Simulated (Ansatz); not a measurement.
# Ge8N: what a guessed cell relaxes into

The task: take a trial cell of Ge8N to zero force and stress.

Program: Ansatz 0.2.0. Level of theory: DFT PBE, scalar-relativistic, plane waves, PAW. These are calculated values, not measurements.

**1. The starting structure**

Symmetry: Fmmm, No. 69, orthorhombic system. The conventional cell has a = 7.444 Å, b = 8.854 Å, c = 9.995 Å, α = 90.00°, β = 90.00°, γ = 90.00°. Ge (site symmetry 1) is surrounded by 4 Ge at 2.16 to 2.51 Å and 1 N at 2.58 Å. N (site symmetry mmm) is surrounded by 8 Ge at 2.58 Å.

As a file:

```xyz
9
Lattice="0.0000 4.4272 4.9973 3.7222 0.0000 4.9973 3.7222 4.4272 0.0000" Properties=species:S:1:pos:R:3 pbc="T T T"
Ge    1.9793    5.5054    3.7464
Ge    1.9793    3.3491    6.2482
Ge    5.4651    5.5054    6.2482
Ge    5.4651    3.3491    3.7464
Ge    5.4651    3.3491    6.2482
Ge    5.4651    5.5054    3.7464
Ge    1.9793    3.3491    3.7464
Ge    1.9793    5.5054    6.2482
N     0.0000    0.0000    0.0000
```

A structure generator made this guess: random cell by space group and Wyckoff sites (Fmmm, No. 69). Lengths come from tabulated atomic sizes and are only a guess.

**2. The guess as it stands, on a coarse mesh**

Contents of input.yaml:

```yaml
crystal:
  lattice:
    - [0.0, 4.42723561, 4.99731522]
    - [3.72223598, 0.0, 4.99731522]
    - [3.72223598, 4.42723561, 0.0]
  atoms:
    - { symbol: Ge, position: [0.7307234, 0.01896207, 0.51279979] }
    - { symbol: Ge, position: [0.73751474, 0.51279979, 0.01896207] }
    - { symbol: Ge, position: [0.51279979, 0.73751474, 0.7307234] }
    - { symbol: Ge, position: [0.01896207, 0.7307234, 0.73751474] }
    - { symbol: Ge, position: [0.2692766, 0.98103793, 0.48720021] }
    - { symbol: Ge, position: [0.26248526, 0.48720021, 0.98103793] }
    - { symbol: Ge, position: [0.48720021, 0.26248526, 0.2692766] }
    - { symbol: Ge, position: [0.98103793, 0.2692766, 0.26248526] }
    - { symbol: "N", position: [0.0, 0.0, 0.0] }
basis:
  ecutwfc: 420
kpoints:
  mp_grid: { grid: [4, 4, 4] }
hamiltonian:
  xc: pbe
scf:
  occupations: { method: gaussian, width: 0.1 }
  lower_state_search: "off"
output:
  forces: true
  stress: true
  eigenvalues: true
```

The run is started by

```
ansatz run input.yaml --threads 1 --pin off --max-ram 2560MiB --backend cpu --events-out ev --progress --plain --runs-dir out
```

Further runs follow: coarse relaxation; full relaxation.

Before running it: what results should come out? Wanted: conventional cell; volume; energy over the elements; gap on the mesh.

As calculated:

| quantity | value |
| --- | --- |
| symmetry at the end (tolerance 0.05 Å) | space group I4/mmm (No. 139) |
| conventional cell | a = 7.853 Å, b = 7.853 Å, c = 5.518 Å, α = 90.00°, β = 90.00°, γ = 90.00° |
| volume | 18.90 Å³/atom |
| energy over the elements (uncorrected; H, N, O, F and Cl as molecules) | +0.56 eV/atom |
| gap on the mesh | none (metal) |

What this shows: The symmetry goes from space group Fmmm (No. 69) to space group I4/mmm (No. 139), and the volume per atom grows by 3.3 % from the first guess. The formation energy is positive, so the separate elements lie lower. No finished test with a distortion of lower symmetry is shown, so the end may be a saddle point. The final runs have no spin polarisation, so no magnetic state was tried and one may lie lower.
